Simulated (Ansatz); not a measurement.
# NbAs in Ansatz: notebook, part 2 of 2

Ansatz 0.2.0. The steps go on from the part before.

## 4. Work function, PBEsol

File input.yaml:

```yaml
crystal:
  lattice:
    - [3.6117, 0.0, 0.0]
    - [0.0, 3.6117, 0.0]
    - [0.0, 0.0, 23.8]
  atoms:
    - { symbol: Nb, position: [0.0, 0.0, 0.29412] }
    - { symbol: As, position: [0.5, 0.5, 0.29412] }
  periodic: [true, true, false]
kpoints:
  mp_grid: { grid: [7, 7, 1] }
scf:
  occupations: { method: fermi_dirac, width: 0.05 }
hamiltonian:
  xc: pbesol
  pseudopotentials: { kind: all_electron, lapw: { basis_error: 0.002 } }
output:
  forces: true
  stress: true
  eigenvalues: true
```

Potentials or basis: all-electron LAPW, scalar-relativistic.

Started as:

```sh
$ ansatz run input.yaml --threads 4 --pin off --max-ram 12288MiB --backend cpu --events-out ev --progress --plain --runs-dir out
```

Standard output:

```text
Warning: RAYON_NUM_THREADS=4 ignored (pool sized by the plan → 4); use --threads N
LAPW: plane waves up to 8.199 Å⁻¹, error target 2.0e-3 eV per atom; small_component_spin mean_spin; As in spheres of 1.272 Å, 23 of its electrons in bands, Dirac shells []; Nb in spheres of 1.282 Å, 29 of its electrons in bands, Dirac shells [] (how accurate: hamiltonian.pseudopotentials.lapw.basis_error, Limitations)
Engine: ansatz 0.2.0, aarch64-unknown-linux-gnu
Pseudopotentials: kind: all_electron
Pseudopotential: Nb, LAPW, valence charge 29, lapw/all_electron/scalar/gaussian/Nb, Koelling and Harmon's equation, gaussian nucleus
Pseudopotential: As, LAPW, valence charge 23, lapw/all_electron/scalar/gaussian/As, Koelling and Harmon's equation, gaussian nucleus
Functional definition: PBEsol
  exchange = pbesol_x
  correlation = pbesol_c
Crystal: 2 atoms, lattice volume = 310.456 Å³
Basis set: ecut = 256.13190253579114 eV, 2939 PW (Γ), exchange–correlation at level 2
Bands: 32, of which v1, the nominal top of the filled ones, is band 26 counted from 1 (25 counted from 0)
Symmetry: 16 space group operations
Space group: P4/mmm (ITA 123), of the structure as read, at distance tolerance 6.8e-5 Å
k-points: 10 of 49
Non-local potential: Nb, projectors of the file, none
Non-local potential: As, projectors of the file, none
Initial density: superposition of atomic densities (neutral atoms: chi_scale 0, normalization atom)
Initial wavefunctions: plane waves of lowest kinetic energy (no species holds an atomic orbital)
Functional: x = pbesol(κ = 0.804, μ = 0.12345679012345678), c = pbesol(β = 0.046)
iter 1 solved again at ethr=7.91e-3 eV; its pass at ethr=1.00e-1 eV (dr2=4.11e0 eV) is discarded
SCF iter   1: F=—  HF=-165369.316679 eV  |F-HF|=—  |Δ(HF+E_count)|=         —  Δρ=2.50e-2  dr2=4.12e0  ethr=7.91e-3  ⟨swp⟩=2.0  Hψ=2026  notcnv=0
preconditioner: auto → LDOS  [insulator: Δε(μ)=0.229 eV  Ē_g=7.834 eV  σ=0.050 eV  W_gap=0.54  n_scr=42 (ndim 8)  ℏωp=6.7 eV  f_vac=0.800  D(μ)=3.54/eV (n_scr^D=10)  ε∞_Penn≈1.7  β→1.0]
iter 2 solved again at ethr=2.40e-4 eV; its pass at ethr=7.91e-3 eV (dr2=1.25e-1 eV) is discarded
SCF iter   2: F=—  HF=-165367.919311 eV  |F-HF|=—  |Δ(HF+E_count)|=    1.40e0  Δρ=7.01e-3  dr2=1.25e-1  ethr=2.40e-4  ⟨swp⟩=2.6  Hψ=1712  notcnv=0  defer=1
SCF iter   3: F=—  HF=-165368.019930 eV  |F-HF|=—  |Δ(HF+E_count)|=         —  Δρ=4.89e-3  dr2=1.63e-1  ethr=2.40e-4  ⟨swp⟩=3.0  Hψ=1058  notcnv=0
the basis was enlarged: its passes take 101.1 KiB over the memory plan, 4 of 4 planned eigensolver slots
SCF iter   4: F=—  HF=-165367.977904 eV  |F-HF|=—  |Δ(HF+E_count)|=   4.20e-2  Δρ=1.23e-3  dr2=4.81e-3  ethr=2.40e-4  ⟨swp⟩=2.8  Hψ=996  notcnv=0
SCF iter   5: F=—  HF=-165367.975750 eV  |F-HF|=—  |Δ(HF+E_count)|=   2.15e-3  Δρ=2.61e-4  dr2=3.96e-4  ethr=9.25e-6  ⟨swp⟩=2.6  Hψ=953  notcnv=0
SCF iter   6: F=—  HF=-165367.975601 eV  |F-HF|=—  |Δ(HF+E_count)|=   1.49e-4  Δρ=1.37e-4  dr2=1.73e-4  ethr=7.62e-7  ⟨swp⟩=3.0  Hψ=985  notcnv=0
SCF iter   7: F=—  HF=-165367.975656 eV  |F-HF|=—  |Δ(HF+E_count)|=   5.51e-5  Δρ=6.51e-5  dr2=3.05e-5  ethr=3.32e-7  ⟨swp⟩=3.0  Hψ=983  notcnv=0
SCF iter   8: F=—  HF=-165367.975678 eV  |F-HF|=—  |Δ(HF+E_count)|=   2.22e-5  Δρ=2.62e-5  dr2=5.60e-6  ethr=5.86e-8  ⟨swp⟩=3.0  Hψ=984  notcnv=0
SCF iter   9: F=-165367.975683 eV  HF=-165367.975683 eV  |F-HF|=6.69e-7  |Δ(HF+E_count)|=   4.61e-6  Δρ=3.47e-6  dr2=9.53e-8  ethr=1.08e-8  ⟨swp⟩=3.0  Hψ=995  notcnv=0
SCF 1 converged in 9 iterations: F = -165367.975683 eV  dr2 = 9.53e-8
SCF converged after 9 iterations
Free energy (F): -165367.975683 eV
Harris-Foulkes:  -165367.975683 eV  (|F-HF|=6.69e-7)
Internal energy: -165367.936176 eV  (E = F + TS)
E sigma→0 (E₀):  -165367.955930 eV
Entropy (-TS):   -0.039507 eV (-19.754 meV/atom)
Fermi energy:    -4.496742 eV
--- Per-component energies (eV) ---
  E_band       = -6074.563111
  E_kinetic    = 170312.611609
  E_xc         = -5418.124307
  E_electrostatic = -330262.423477  (all electrons and nuclei)
  E_smearing   = -0.039507  (= −TS)
  E_closure    = 0.000000  (closes the sum)
  E_atoms      = -165353.728935  (free atoms, spherical and without spin; not in F)
  Σ components = -165367.975683   (vs F -165367.975683, Δ=0.00e0)
  Basis errors (estimates in eV, not in F): energy 9.5e-4 per atom: plane waves 8.4e-4 (5.3e-4 summed), levels above the bands 1.6e-43, relativity 3.9e-8, radial functions 1.0e-4, core shells 2.7e-6; eigenvalues (radial functions only) 3.7e-6; not estimated: angular momenta, meshes, grids; target (lapw.basis_error) 2.0e-3; muffin-tin radii As 1.272 Å, Nb 1.282 Å
--- Forces (eV/Å), atoms counted from 1 ---
  atom   1  Nb     0.00000000    -0.00000000     0.00000000
  atom   2  As    -0.00000000     0.00000000     0.00000000
  max |Σ_I F_I| component: 1.97e-31 eV/Å
--- 2D stress c σ (N/m, compression-positive) ---
       -3.046962       0.000000       0.000000
        0.000000      -3.046962       0.000000
        0.000000       0.000000       0.000000
  P = ½ c Tr σ = -3.0470 N/m
--- Band table (eV; the first three rows and the last of 10) ---
  k-point 0: bands = ["-348.2674", "-348.2674", "-348.2390", "-198.1346", "-198.1138", "-198.1063", "-198.1063", "-198.0939", "-189.3458", "-132.9635", "-132.8800", "-132.8800", "-60.1008", "-40.2042", "-40.1743", "-40.1743", "-40.1629", "-40.1290", "-36.2207", "-36.2207", "-36.1194", "-16.6080", "-7.1614", "-6.9787", "-5.0341", "-4.7827", "-4.7827", "-4.7539", "-4.1113", "-4.1113", "-0.7032", "-0.5870"]
  k-point 1: bands = ["-348.2674", "-348.2674", "-348.2390", "-198.1346", "-198.1138", "-198.1063", "-198.1063", "-198.0939", "-189.3458", "-132.9635", "-132.8800", "-132.8800", "-60.0995", "-40.2059", "-40.1748", "-40.1743", "-40.1677", "-40.1284", "-36.2428", "-36.2101", "-36.1171", "-16.3848", "-7.4714", "-7.2776", "-6.5047", "-5.0838", "-4.8362", "-4.0671", "-3.8951", "-2.5891", "-0.3775", "-0.3462"]
  k-point 2: bands = ["-348.2674", "-348.2674", "-348.2390", "-198.1346", "-198.1138", "-198.1063", "-198.1063", "-198.0939", "-189.3458", "-132.9635", "-132.8800", "-132.8800", "-60.0965", "-40.2099", "-40.1784", "-40.1759", "-40.1742", "-40.1270", "-36.2922", "-36.1864", "-36.1119", "-15.8004", "-8.9102", "-7.7127", "-7.5227", "-4.7084", "-4.3577", "-3.9641", "-3.2571", "-0.0909", "-0.0111", "0.2096"]
  k-point 9: bands = ["-348.2674", "-348.2674", "-348.2390", "-198.1346", "-198.1138", "-198.1063", "-198.1063", "-198.0939", "-189.3458", "-132.9635", "-132.8800", "-132.8800", "-60.0887", "-40.2042", "-40.1756", "-40.1755", "-40.1619", "-40.1207", "-36.3191", "-36.3156", "-36.1010", "-15.5891", "-8.0359", "-7.6337", "-6.1469", "-5.4153", "-4.3298", "-4.0799", "-2.8399", "-1.5615", "-0.7132", "1.2267"]
  the weakly bound empty levels are not read free of the cell's end (augmented_plane_waves)
```

It took 5 s on 4 threads of Arm Neoverse V2, shared host; peak memory 0.58 GiB.

What came out:

| Quantity | Value |
| --- | --- |
| Free energy | -165367.9757 eV |
| Band gap on the k mesh | none (metal or under the smearing width) |
| Work function | 4.50 eV |

## 5. Projected density of states, PBE

Edit input.yaml of step 4 so:

```diff
@@ -11,2 +11,13 @@
   mp_grid: { grid: [7, 7, 1] }
+  band_path:
+    path:
+      - [0.0, 0.0, 0.0]
+      - [0.0, 0.5, 0.0]
+      - [0.5, 0.5, 0.0]
+      - [0.0, 0.0, 0.0]
+      - [0.0, 0.0, 0.5]
+      - [0.0, 0.5, 0.5]
+      - [0.5, 0.5, 0.5]
+      - [0.0, 0.0, 0.5]
+    npoints: 6
 scf:
@@ -14,3 +25,3 @@
 hamiltonian:
-  xc: pbesol
+  xc: pbe
   pseudopotentials: { kind: all_electron, lapw: { basis_error: 0.002 } }
@@ -20 +31,4 @@
   eigenvalues: true
+  fatbands: true
+  dos: { projected: true, de: 0.1, e_range: [-14, 10] }
+  populations: true
```

Started as:

```sh
$ ansatz run input.yaml --threads 4 --pin off --max-ram 12288MiB --backend cpu --events-out ev --progress --plain --runs-dir out
```

It took 18 s on 4 threads of Arm Neoverse V2, shared host; peak memory 0.6 GiB.

It converged, with:

```yaml
Free_energy: -165468.1578 eV
Band_gap_along_the_path: none (metal or under the smearing width)
Loewdin_charges: Nb +0.26; As -0.19 e
Work_function: 4.40 eV
```

Levels at the corners of the path, in eV from the Fermi level:
```tsv
point	band 24	band 25	band 26	band 27	band 28	band 29
Γ	-2.45	-0.54	-0.29	-0.29	-0.27	0.39
X	-3.92	-3.23	0.11	0.63	1.37	2.83
M	-3.10	-0.97	-0.97	-0.68	0.42	1.60
Γ	-2.45	-0.54	-0.29	-0.29	-0.27	0.39
Z	-2.45	-0.54	-0.29	-0.29	-0.27	0.39
R	-3.92	-3.23	0.11	0.63	1.37	2.83
A	-3.10	-0.97	-0.97	-0.68	0.42	1.60
Z	-2.45	-0.54	-0.29	-0.29	-0.27	0.39
```

States per cell in windows of 0.5 eV (zero at the Fermi level; states under -8 eV left out):
```tsv
from (eV)	total	Nb1 4d	As2 4p	Nb1 5s	As2 4s	Nb1 4p	Nb1 4s
-8.0	0.00	0.00	0.00	0.00	0.00	0.00	0.00
-7.5	0.00	0.00	0.00	0.00	0.00	0.00	0.00
-7.0	0.00	0.00	0.00	0.00	0.00	0.00	0.00
-6.5	0.00	0.00	0.00	0.00	0.00	0.00	0.00
-6.0	0.10	0.03	0.06	0.01	0.00	0.00	0.00
-5.5	0.35	0.10	0.20	0.04	0.01	0.00	0.01
-5.0	0.65	0.19	0.38	0.06	0.01	0.00	0.01
-4.5	0.36	0.10	0.22	0.02	0.01	0.00	0.00
-4.0	0.86	0.34	0.47	0.01	0.01	0.01	0.00
-3.5	1.87	0.75	1.07	0.00	0.01	0.02	0.00
-3.0	1.29	0.56	0.71	0.00	0.00	0.00	0.00
-2.5	0.32	0.16	0.15	0.00	0.00	0.00	0.00
-2.0	0.17	0.09	0.07	0.00	0.00	0.00	0.00
-1.5	0.03	0.02	0.01	0.00	0.00	0.00	0.00
-1.0	0.56	0.51	0.03	0.01	0.00	0.00	0.00
-0.5	1.70	1.37	0.13	0.17	0.01	0.00	0.00
0.0	2.07	1.76	0.17	0.11	0.01	0.00	0.00
0.5	1.04	0.74	0.21	0.04	0.02	0.00	0.00
1.0	1.24	0.77	0.33	0.06	0.01	0.00	0.00
1.5	1.25	0.79	0.32	0.03	0.01	0.00	0.00
2.0	0.53	0.22	0.18	0.01	0.02	0.00	0.00
2.5	0.37	0.16	0.06	0.05	0.06	0.00	0.00
3.0	0.66	0.25	0.12	0.06	0.09	0.00	0.00
3.5	0.89	0.12	0.10	0.08	0.03	0.00	0.00
4.0	1.45	0.12	0.10	0.08	0.02	0.00	0.00
4.5	1.00	0.11	0.11	0.06	0.02	0.00	0.00
5.0	0.47	0.02	0.03	0.06	0.00	0.00	0.00
5.5	0.73	0.03	0.06	0.13	0.00	0.00	0.00
6.0	0.04	0.00	0.00	0.00	0.00	0.00	0.00
6.5	0.00	0.00	0.00	0.00	0.00	0.00	0.00
7.0	0.00	0.00	0.00	0.00	0.00	0.00	0.00
7.5	0.00	0.00	0.00	0.00	0.00	0.00	0.00
```

## 6. The reference run

An earlier run on the cell as given: functional PBE; potentials or basis all-electron LAPW, scalar-relativistic; cutoff 277 eV (chosen from the basis error); basis error allowed 0.001 eV/atom; k mesh 7 × 7 × 1; occupations fermi-dirac, width 0.05 eV; no spin polarisation.

- Band gap on the k mesh: none (metal or under the smearing width)
- Loewdin charges: Nb +0.26; As -0.19 e

## 7. Overview

| task | level | cutoff (eV) | basis error allowed | gap on the mesh (eV) | work function (eV) |
| --- | --- | --- | --- | --- | --- |
| work function | PBE | 256 | 0.002 eV/atom | none | 4.40 |
| work function | LDA | 256 | 0.002 eV/atom | none | 4.70 |
| work function | PBEsol | 256 | 0.002 eV/atom | none | 4.50 |
| projected density of states | PBE | 256 | 0.002 eV/atom | - | 4.40 |
| single point | PBE | 277 | 0.001 eV/atom | none | - |

Alike in all rows: potentials or basis all-electron LAPW, scalar-relativistic; no spin polarisation; cell as given; k mesh 7 × 7 × 1; smearing fermi-dirac 0.05 eV.

Every run on the cell as given and a fine mesh finds a metal.

Compare energies only between runs with the same functional and basis.
